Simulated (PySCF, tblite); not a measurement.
# CH₈BClP₂Si: dynamics, then NMR shifts on frames, part 2 of 2

tblite 0.8.0 and PySCF 2.14.0. Atoms count from 0. The steps go on from the part before.

### 5 Nuclear shieldings: 625 fs, PBE0/pcSseg-1

The job: settings as JSON, then the geometry in Å.

```
{"job": {"kind": "nmr", "xc": "PBE0", "basis": "pcSseg-1", "pop": false}, "charge": 0, "multiplicity": 1}
B      2.657400    -1.178600     0.452300
P      1.608900     0.307400     1.059800
Si    -0.374000    -0.465100     0.312000
P     -1.996000     0.988400     0.040300
C     -1.133400    -1.774300     1.530900
Cl    -1.155400    -3.488700     1.217300
H      2.687600    -1.317900    -0.783800
H      3.243900    -1.595000     1.326600
H      1.429000    -0.245700     2.277000
H      0.230400    -0.982100    -1.033300
H     -1.644500     1.554800     1.256000
H     -1.036600     1.895100    -0.530700
H     -0.515500    -1.684000     2.470900
H     -2.285600    -1.559800     1.651900
```

Level: GIAO PBE0/pcSseg-1 NMR shielding, non-relativistic, gas phase.

Standard output:

```text
coarse grid: 13632 points
cycle   1  E = -1499.3773442719  dE =  2.431e-01  |g| = 2.563e-01  |ddm| = 3.381e+00
cycle   2  E = -1499.3790375449  dE = -1.693e-03  |g| = 2.590e-01  |ddm| = 7.578e-01
cycle   3  E = -1499.3982391547  dE = -1.920e-02  |g| = 5.254e-02  |ddm| = 4.299e-01
cycle   4  E = -1499.3989326635  dE = -6.935e-04  |g| = 2.142e-02  |ddm| = 8.087e-02
cycle   5  E = -1499.3990496373  dE = -1.170e-04  |g| = 4.441e-03  |ddm| = 2.311e-02
cycle   6  E = -1499.3990541989  dE = -4.562e-06  |g| = 1.946e-03  |ddm| = 7.519e-03
final grid: 112920 points
cycle   7  E = -1499.4322869653  dE = -2.642e-05  |g| = 6.762e-03  |ddm| = 2.783e-02
cycle   8  E = -1499.4322769003  dE =  1.007e-05  |g| = 8.788e-03  |ddm| = 1.591e-02
cycle   9  E = -1499.4322995139  dE = -2.261e-05  |g| = 8.276e-04  |ddm| = 1.006e-02
cycle  10  E = -1499.4322996657  dE = -1.518e-07  |g| = 2.245e-04  |ddm| = 1.267e-03
cycle  11  E = -1499.4322996808  dE = -1.516e-08  |g| = 5.921e-05  |ddm| = 3.834e-04
cycle  12  E = -1499.4322996819  dE = -1.093e-09  |g| = 1.642e-05  |ddm| = 1.161e-04
cycle  13  E = -1499.4322996820  dE = -8.436e-11  |g| = 4.931e-06  |ddm| = 3.300e-05
converged SCF energy = -1499.4322996820

GIAO shielding tensors (ppm)
atom      isotropic    diamagn.    paramagn.     s11        s22        s33       span
  0 B       -2.294     199.569    -201.862   -126.992    -13.201    133.312    260.305
  1 P      453.414     970.609    -517.195    276.110    517.153    566.978    290.868
  2 Si     363.498     881.269    -517.771    276.573    364.682    449.238    172.665
  3 P      609.325     968.117    -358.792    541.041    607.964    678.970    137.929
  4 C      139.627     251.612    -111.985    119.683    147.068    152.129     32.446
  5 Cl     908.217    1144.738    -236.521    799.289    858.809   1066.554    267.264
  6 H       21.373      28.069      -6.696      9.811     25.628     28.679     18.868
  7 H       21.130      30.042      -8.912      6.287     26.556     30.546     24.259
  8 H       29.503      33.366      -3.863     25.068     28.936     34.506      9.438
  9 H       24.916      29.315      -4.399     22.419     23.510     28.819      6.400
 10 H       30.649      31.098      -0.449     25.959     28.844     37.145     11.187
 11 H       29.678      29.868      -0.190     24.209     26.993     37.830     13.621
 12 H       27.584      29.388      -1.804     21.598     28.786     32.366     10.769
 13 H       26.198      27.505      -1.307     18.717     27.841     32.036     13.318
```

Wall time 19 s (1 thread of Arm Neoverse V2, shared host); peak memory 0.8 GiB.

Key values: δ C4 47.3, B0 102.4, P1 -135.0, P3 -291.0, H7 10.59, H6 10.34 ppm.

### 6 Shielding tensors: 800 fs, PBE0/pcSseg-1

The job: settings as JSON, then the geometry in Å.

```
{"job": {"kind": "nmr", "xc": "PBE0", "basis": "pcSseg-1", "pop": false}, "charge": 0, "multiplicity": 1}
B      2.794300    -1.682100     0.915500
P      1.772300    -0.193800     1.203600
Si    -0.277900    -0.399700     0.314900
P     -1.504200     1.368900     0.305300
C     -1.448600    -1.591400     1.532700
Cl    -1.237100    -3.288500     1.408600
H      2.374700    -2.467800     0.089100
H      3.749900    -1.932500     1.379500
H      1.793700     0.032500     2.556400
H      0.042900    -1.057000    -1.013800
H     -1.525500     1.445900     1.623300
H     -0.702900     2.316500    -0.062600
H     -1.199700    -1.329500     2.527000
H     -2.485200    -1.501800     1.354200
```

With the program's defaults for keys left out, this is: GIAO PBE0/pcSseg-1 NMR shielding, non-relativistic, gas phase.

Standard output:

```text
coarse grid: 13632 points
cycle   1  E = -1499.3656689664  dE =  4.684e-01  |g| = 2.976e-01  |ddm| = 3.432e+00
cycle   2  E = -1499.3634426873  dE =  2.226e-03  |g| = 3.130e-01  |ddm| = 9.038e-01
cycle   3  E = -1499.3959024302  dE = -3.246e-02  |g| = 4.854e-02  |ddm| = 5.322e-01
cycle   4  E = -1499.3966362837  dE = -7.339e-04  |g| = 1.787e-02  |ddm| = 9.096e-02
cycle   5  E = -1499.3967263852  dE = -9.010e-05  |g| = 3.448e-03  |ddm| = 2.732e-02
cycle   6  E = -1499.3967289491  dE = -2.564e-06  |g| = 1.723e-03  |ddm| = 5.467e-03
final grid: 112920 points
cycle   7  E = -1499.4290161161  dE = -3.110e-05  |g| = 7.189e-03  |ddm| = 2.853e-02
cycle   8  E = -1499.4290053669  dE =  1.075e-05  |g| = 9.337e-03  |ddm| = 1.467e-02
cycle   9  E = -1499.4290288214  dE = -2.345e-05  |g| = 8.854e-04  |ddm| = 9.304e-03
cycle  10  E = -1499.4290289975  dE = -1.761e-07  |g| = 1.561e-04  |ddm| = 1.191e-03
cycle  11  E = -1499.4290290045  dE = -7.022e-09  |g| = 5.002e-05  |ddm| = 3.174e-04
cycle  12  E = -1499.4290290053  dE = -8.131e-10  |g| = 1.457e-05  |ddm| = 9.470e-05
converged SCF energy = -1499.4290290053

GIAO shielding tensors (ppm)
atom      isotropic    diamagn.    paramagn.     s11        s22        s33       span
  0 B       21.488     197.531    -176.042    -71.952    -10.662    147.080    219.032
  1 P      446.553     971.148    -524.595    296.990    461.935    580.733    283.743
  2 Si     352.474     879.546    -527.072    303.150    368.284    385.988     82.838
  3 P      618.735     969.494    -350.758    550.598    625.916    679.690    129.092
  4 C      151.977     249.052     -97.075    125.990    156.526    173.415     47.426
  5 Cl     943.038    1144.907    -201.869    835.177    901.369   1092.568    257.391
  6 H       23.503      29.255      -5.753     14.976     25.904     29.627     14.651
  7 H       23.728      30.861      -7.133     15.045     27.270     28.869     13.824
  8 H       27.838      31.138      -3.300     23.667     25.690     34.157     10.490
  9 H       26.007      28.601      -2.595     23.457     23.840     30.723      7.266
 10 H       31.703      32.715      -1.011     26.140     30.558     38.413     12.273
 11 H       31.651      32.945      -1.294     25.633     27.831     41.488     15.854
 12 H       29.692      31.031      -1.339     23.958     30.330     34.788     10.830
 13 H       28.830      30.741      -1.911     20.564     30.439     35.488     14.923
```

Run time: 18 s. Hardware: 1 thread of Arm Neoverse V2, shared host; peak memory 0.8 GiB.

In short: δ C4 34.9, B0 78.6, P1 -128.2, P3 -300.4, H6 8.21, H7 7.99 ppm.

### 7 Nuclear shieldings: 1000 fs, PBE0/pcSseg-1

The job: settings as JSON, then the geometry in Å.

```
{"job": {"kind": "nmr", "xc": "PBE0", "basis": "pcSseg-1", "pop": false}, "charge": 0, "multiplicity": 1}
B      2.423800    -1.855900     1.944200
P      1.848500    -0.399600     1.020000
Si    -0.278100    -0.379500     0.372500
P     -1.273700     1.747800     0.735800
C     -1.250700    -1.614900     1.416600
Cl    -1.077000    -3.286200     0.722900
H      2.803100    -2.714800     1.390600
H      2.641800    -1.869900     3.171800
H      1.594100     0.383500     2.086800
H     -0.736000    -0.875000    -0.921300
H     -2.114100     1.197100     1.729500
H     -0.411600     2.106300     1.799800
H     -0.840400    -1.717400     2.433300
H     -2.324400    -1.452200     1.516500
```

With the program's defaults for keys left out, this is: GIAO PBE0/pcSseg-1 NMR shielding, non-relativistic, gas phase.

Standard output:

```text
coarse grid: 13632 points
cycle   1  E = -1499.3791312266  dE =  2.631e-01  |g| = 2.918e-01  |ddm| = 3.360e+00
cycle   2  E = -1499.3743788513  dE =  4.752e-03  |g| = 3.177e-01  |ddm| = 8.869e-01
cycle   3  E = -1499.4069636675  dE = -3.258e-02  |g| = 5.349e-02  |ddm| = 5.456e-01
cycle   4  E = -1499.4077579676  dE = -7.943e-04  |g| = 2.091e-02  |ddm| = 8.701e-02
cycle   5  E = -1499.4078706134  dE = -1.126e-04  |g| = 5.278e-03  |ddm| = 2.518e-02
cycle   6  E = -1499.4078771328  dE = -6.519e-06  |g| = 2.108e-03  |ddm| = 7.569e-03
final grid: 112920 points
cycle   7  E = -1499.4401734424  dE = -2.168e-05  |g| = 7.911e-03  |ddm| = 2.681e-02
cycle   8  E = -1499.4401575042  dE =  1.594e-05  |g| = 1.073e-02  |ddm| = 1.867e-02
cycle   9  E = -1499.4401903766  dE = -3.287e-05  |g| = 8.237e-04  |ddm| = 1.165e-02
cycle  10  E = -1499.4401905094  dE = -1.328e-07  |g| = 2.175e-04  |ddm| = 1.099e-03
cycle  11  E = -1499.4401905235  dE = -1.409e-08  |g| = 5.968e-05  |ddm| = 3.582e-04
cycle  12  E = -1499.4401905247  dE = -1.211e-09  |g| = 1.415e-05  |ddm| = 1.021e-04
cycle  13  E = -1499.4401905248  dE = -6.821e-11  |g| = 4.130e-06  |ddm| = 2.926e-05
converged SCF energy = -1499.4401905248

GIAO shielding tensors (ppm)
atom      isotropic    diamagn.    paramagn.     s11        s22        s33       span
  0 B       10.666     193.683    -183.017    -87.775    -24.938    144.711    232.486
  1 P      491.249     970.331    -479.082    367.761    532.797    573.188    205.427
  2 Si     355.983     879.289    -523.306    338.078    362.609    367.263     29.185
  3 P      568.539     966.471    -397.932    463.809    586.010    655.798    191.989
  4 C      138.043     253.187    -115.144    114.802    137.865    161.460     46.658
  5 Cl     859.711    1145.968    -286.257    689.022    801.070   1089.042    400.020
  6 H       23.840      30.580      -6.739     13.420     27.947     30.154     16.733
  7 H       22.528      27.008      -4.481     15.237     25.364     26.982     11.746
  8 H       29.441      33.440      -3.999     23.160     29.564     35.600     12.440
  9 H       26.808      28.885      -2.076     23.028     26.375     31.023      7.995
 10 H       29.929      30.224      -0.295     24.750     28.789     36.249     11.499
 11 H       29.802      30.308      -0.505     24.872     28.120     36.415     11.544
 12 H       28.719      30.810      -2.091     24.268     28.272     33.617      9.350
 13 H       28.669      30.513      -1.844     21.741     29.840     34.425     12.685
```

Wall time 19 s (1 thread of Arm Neoverse V2, shared host); peak memory 0.8 GiB.

Key values: δ C4 48.9, B0 89.4, P1 -172.9, P3 -250.2, H7 9.19, H6 7.88 ppm.

### 8 Comparing the runs: NMR shifts

Shifts (ppm) of some atoms, chosen among heavy atoms and hydrogens apart, with basis size and wall time:

```csv
frame,H8,H11,B0,P1,P3,Si2,Cl5,functions,time
250 fs,1.20,0.03,86.5,-169.4,-286.5,-27.5,106,170,18 s
425 fs,4.58,3.33,85.1,-111.0,-170.1,6.8,36,170,18 s
625 fs,2.21,2.04,102.4,-135.0,-291.0,-14.3,42,170,19 s
800 fs,3.88,0.07,78.6,-128.2,-300.4,-3.3,7,170,18 s
1000 fs,2.28,1.91,89.4,-172.9,-250.2,-6.8,90,170,19 s
```

### 9 What came out

What follows sums up all 2 parts.

| quantity | value |
| --- | --- |
| thermostat | 600 K |
| mean temperature, second half | 580 K |
| mean potential energy above the minimum | 0.95 eV |
| ¹³C shifts against TMS (PBE0/pcSseg-1, 250 fs) | 36.0 ppm |
| ¹H shifts against TMS (PBE0/pcSseg-1, 250 fs) | 9.33, 9.12, 5.32, 4.10, 1.92, 1.40, 1.20, 0.03 ppm |
| ¹¹B shifts against BF3·OEt2 (PBE0/pcSseg-1, 250 fs) | 86.5 ppm |
| ³¹P shifts against H3PO4 (PBE0/pcSseg-1, 250 fs) | -169.4, -286.5 ppm |
| ²⁹Si shifts against TMS (PBE0/pcSseg-1, 250 fs) | -27.5 ppm |
| ³⁵Cl shifts against HCl (PBE0/pcSseg-1, 250 fs) | 106 ppm |
| range of the shift of P3 | -300.4 to -170.1 ppm |

What this shows: In the second half the potential energy averages 0.95 eV above the minimum; equipartition over 36 harmonic modes at 600 K would give 0.93 eV. With 14 atoms the temperature swings widely (333 to 876 K). Shifts at one fixed geometry are not the observed spectrum, which averages over the motion. In the first frame run (250 fs): The widest tensor belongs to Cl5: span 453 ppm, with a paramagnetic part of -302 ppm. In ppm, P3 moves most: its shift spreads over 130.3 ppm, from -300.4 (800 fs) to -170.1 (425 fs).
